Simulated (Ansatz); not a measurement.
# C2H3BF: the cost of one run

Method: UKS PBE-D4/6-31G*, in Ansatz 0.2.0.

## 1. The structure to begin with

Bond lengths: B1–C2 1.395 Å, C2–C3 1.509 Å, C2–F4 1.375 Å, C3–H5 1.089 Å, C3–H6 1.089 Å, C3–H7 1.086 Å. Angles: B1–C2–C3 123.6°, B1–C2–F4 125.0°, C3–C2–F4 111.4°, C2–C3–H5 109.5°, C2–C3–H6 109.7°, C2–C3–H7 110.4°, H5–C3–H6 108.5°, H5–C3–H7 109.4°, H6–C3–H7 109.4°.

Coordinates:

```xyz
7

B    -0.2566   -1.8906    0.5925
C    -0.5210   -0.6573   -0.0029
C     0.4411    0.5048    0.0201
F    -1.6788   -0.3371   -0.6724
H     0.6738    0.8039   -1.0013
H    -0.0165    1.3499    0.5326
H     1.3580    0.2265    0.5313
```

## 2. End point A

input.yaml reads:

```yaml
crystal:
  periodic: [false, false, false]
  atoms:
    - { symbol: B, position_ang: [-0.2566, -1.89065, 0.59252] }
    - { symbol: C, position_ang: [-0.52102, -0.6573, -0.00285] }
    - { symbol: C, position_ang: [0.44113, 0.50475, 0.0201] }
    - { symbol: F, position_ang: [-1.67883, -0.33705, -0.67238] }
    - { symbol: H, position_ang: [0.6738, 0.8039, -1.00133] }
    - { symbol: H, position_ang: [-0.01648, 1.3499, 0.53265] }
    - { symbol: H, position_ang: [1.358, 0.22645, 0.53129] }
magnetization:
  spin_polarized: true
  initial_magnetization: 1
basis:
  gaussian: { orbitals: "6-31G*" }
hamiltonian:
  xc: pbe
  dispersion: d4
relax:
  f_tol: 0.02
  max_steps: 50
```

Command:

```console
$ ansatz run input.yaml --threads 2 --pin off --max-ram 3072MiB --backend cpu --events-out ev --progress --plain --runs-dir out
```

**Question.** How long does this run take on 2 threads of Intel Xeon Platinum 8488C (Sapphire Rapids), shared host, and how much memory does it need?

About 16 s, with a peak of 0.17 GiB.
